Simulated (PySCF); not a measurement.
# C3H9BrOSi2: electronic excitations

Aim: predict the electronic excitations of C3H9BrOSi2 (`CO[Si@@H](Br)/C=C/[SiH3]`).

Computed with PySCF 2.14.0, with density-fitted response routines of our own, on a single molecule in the gas phase. Atoms count from 0, in the outputs and in this text.

## (1) The starting structure

16 atoms, charge 0, multiplicity 1; geometry from: GFN2-xTB.

Bonds of the start (Å): C0–O1 1.40, O1–Si2 1.61, Si2–Br3 2.23, Si2–C4 1.87, C4–C5 1.33, C5–Si6 1.88, C0–H7 1.09, C0–H8 1.09, C0–H9 1.09, Si2–H10 1.46, C4–H11 1.08, C5–H12 1.09, Si6–H13 1.46, Si6–H14 1.46, Si6–H15 1.46.

## (2) TDDFT and polarisability: CAM-B3LYP/def2-SVPD

Job settings and geometry (Å):

```
{"job": {"kind": "uv", "xc": "CAM-B3LYP", "basis": "def2-SVPD", "nstates": 8, "ntriplets": 3}, "charge": 0, "multiplicity": 1}
C     -3.384770     0.041176    -0.413954
O     -2.013817     0.288414    -0.324197
Si    -1.029897     0.162654     0.947352
Br    -1.257627    -1.868468     1.827801
C      0.686407     0.365834     0.240643
C      1.777425    -0.197509     0.752103
Si     3.523606    -0.015893     0.069661
H     -3.946924     0.792800     0.144865
H     -3.627625    -0.948312    -0.017783
H     -3.664603     0.087557    -1.466135
H     -1.394896     1.044442     2.050906
H      0.784500     1.002614    -0.629170
H      1.664384    -0.834992     1.623359
H      3.971864    -1.317403    -0.427786
H      4.390385     0.437532     1.159780
H      3.513988     0.968498    -1.013889
```

Level: TDDFT CAM-B3LYP/def2-SVPD, vertical, gas phase, core orbitals frozen in the response.

Started as:

```console
$ OMP_NUM_THREADS=1 python probes_run.py task.json out
```

One launch serves the whole session: the jobs run in the order shown.

Log:

```text
coarse grid: 63128 points
cycle   1  E = -3347.4745443560  dE = -3.917e-01  |g| = 6.714e-01  |ddm| = 5.383e+00
cycle   2  E = -3347.4300987463  dE =  4.445e-02  |g| = 8.617e-01  |ddm| = 1.712e+00
cycle   3  E = -3347.5670047157  dE = -1.369e-01  |g| = 8.108e-02  |ddm| = 8.153e-01
cycle   4  E = -3347.5683248843  dE = -1.320e-03  |g| = 3.114e-02  |ddm| = 1.838e-01
cycle   5  E = -3347.5685899928  dE = -2.651e-04  |g| = 7.407e-03  |ddm| = 6.412e-02
cycle   6  E = -3347.5686003192  dE = -1.033e-05  |g| = 2.230e-03  |ddm| = 1.261e-02
cycle   7  E = -3347.5686015371  dE = -1.218e-06  |g| = 7.753e-04  |ddm| = 3.963e-03
final grid: 130112 points
cycle   8  E = -3347.5685639143  dE =  3.595e-08  |g| = 9.921e-04  |ddm| = 4.595e-03
cycle   9  E = -3347.5685637107  dE =  2.036e-07  |g| = 1.338e-03  |ddm| = 2.875e-03
cycle  10  E = -3347.5685641622  dE = -4.515e-07  |g| = 4.333e-05  |ddm| = 1.620e-03
cycle  11  E = -3347.5685641627  dE = -4.570e-10  |g| = 1.471e-05  |ddm| = 7.791e-05
converged SCF energy = -3347.5685641627

Static polarisability (au): isotropic 114.238, principal 90.825 108.773 143.117

Singlet excitations
state   eV       nm        f      main configurations
  1   5.8218    213.0   0.00044   H->L 0.43, H-4->L 0.21, H-1->L 0.18
  2   6.6709    185.9   0.46560   H-1->L 0.51, H->L 0.40
  3   6.9292    178.9   0.05469   H-4->L 0.27, H-1->L 0.25, H-3->L 0.22
  4   7.0540    175.8   0.00934   H-2->L 0.84
  5   7.3526    168.6   0.03609   H-3->L 0.46, H-4->L 0.39
  6   7.3990    167.6   0.01008   H->L+1 0.42, H->L+2 0.27, H-3->L 0.09
  7   7.5323    164.6   0.03249   H-1->L+1 0.50, H-1->L+2 0.12
  8   7.7368    160.3   0.05048   H-2->L+1 0.34, H-2->L+2 0.34

Triplet excitations (Tamm-Dancoff, eV): 4.1144 5.2548 6.6280
```

Wall time 2.3 min (1 thread of Arm Neoverse N1, shared host); peak memory 1.2 GiB.

Frontier orbitals and where they lie:

| orbital | eV | atoms |
| --- | --- | --- |
| HOMO−3 | -10.05 | Br3 33 %, O1 25 %, C5 8 % |
| HOMO−2 | -9.82 | Br3 72 %, O1 13 %, Si2 6 % |
| HOMO−1 | -9.55 | C4 26 %, C5 25 %, Br3 13 % |
| HOMO | -9.38 | Br3 46 %, C4 18 %, C5 13 % |
| LUMO | 0.02 | C5 30 %, C4 29 %, Si2 12 % |
| LUMO+1 | 1.01 | Br3 28 %, Si6 20 %, Si2 13 % |
| LUMO+2 | 1.22 | Si2 25 %, Br3 18 %, H10 10 % |

With each of the 8 states as a Gaussian band of 0.4 eV half-width at 1/e, the curve within the window shown has maxima at 185 nm (ε 21,000) L/(mol cm). Beyond the last state computed it falls off for lack of states. The curve at chosen wavelengths:

nm, ε (L/mol/cm) and a bar:
```
      154       1545 ##
      157       2755 ####
      161       4231 ######
      164       4896 #######
      167       5390 ########
      171       6926 ##########
      174       9563 ##############
      177      13423 ####################
      181      18585 ###########################
      184      20562 ##############################
      187      19963 #############################
      191      15790 #######################
      194      11562 #################
      197       7613 ###########
      200       4550 #######
      204       2003 ###
      207        992 #
      210        464 #
      214        160 
      217         73 
      220         35 
      224         16 
      227         10 
      230          6 
      234          3 
      237          2
```

Further results of this job:

| property | computed |
| --- | --- |
| dipole moment (D) | 1.37 |
| polarisability (Å³) | 16.93 |
| HOMO–LUMO gap (eV) | 9.40 |
| −ε(HOMO) (eV) | 9.38 |

## (3) Outcome

```
                                quantity                        value
    lowest singlet (CAM-B3LYP/def2-SVPD)  5.82 eV (213 nm), f = 0.000
brightest single state of those computed  state 2, 6.67 eV, f = 0.466
                          lowest triplet                      4.11 eV
```

What this shows: The lowest singlet, at 5.82 eV, is HOMO→LUMO 0.43, HOMO−4→LUMO 0.21 and is dark; of the 8 states computed, the strongest absorption comes from state 2 at 6.67 eV. The lowest triplet lies 1.71 eV below the lowest singlet (triplets in Tamm-Dancoff, singlets in full TDDFT).
